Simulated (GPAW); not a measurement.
HfGe in GPAW: the effect of functional

The system is HfGe.

```
Hf Ge
1.0
     3.50084    0.00000    0.00000
     0.00000    3.50084    0.00000
     0.00000    0.00000    3.50084
Hf Ge
1 1
Direct
  0.00000 0.00000 0.00000
  0.50000 0.50000 0.50000
```

The cell was built by a generator and needn't be a form met in nature.

Alike in all runs:

- Program: GPAW 26.7.0
- Task: elastic constants
- Cutoff: 600 eV
- Basis: pw
- k mesh: 7 × 7 × 7
- Occupations: fermi-dirac, width 0.05 eV
- Spin: no spin polarisation

Each run relaxes the cell or the atoms first.

```tsv
functional	potentials or basis	relaxed volume (Å³/atom)
LDA	the program's PAW data sets (release 1.2.1) made for this functional	?
PBEsol	PAW data sets generated in the run's folder for this functional	18.12
r2SCAN	GPAW PAW data sets (gpaw-data 1.2.1)	18.50
RPBE	the program's PAW data sets (release 1.2.1) made for this functional	19.27
```

What does the run with functional LDA give?

Relaxed volume 17.60 Å³/atom.

Caveats: the density grid can change from cell to cell, which puts small steps into energies and stress; the elastic tensor has a negative eigenvalue, so either the cell is unstable as it stands or the mesh is too thin; the volume moved by over 15 % at a fixed basis, so the end points are rough (some runs); the PAW data sets were made with another functional, which shifts forces and pressure a little (some runs).

Runs at the PBE level aren't shown here.
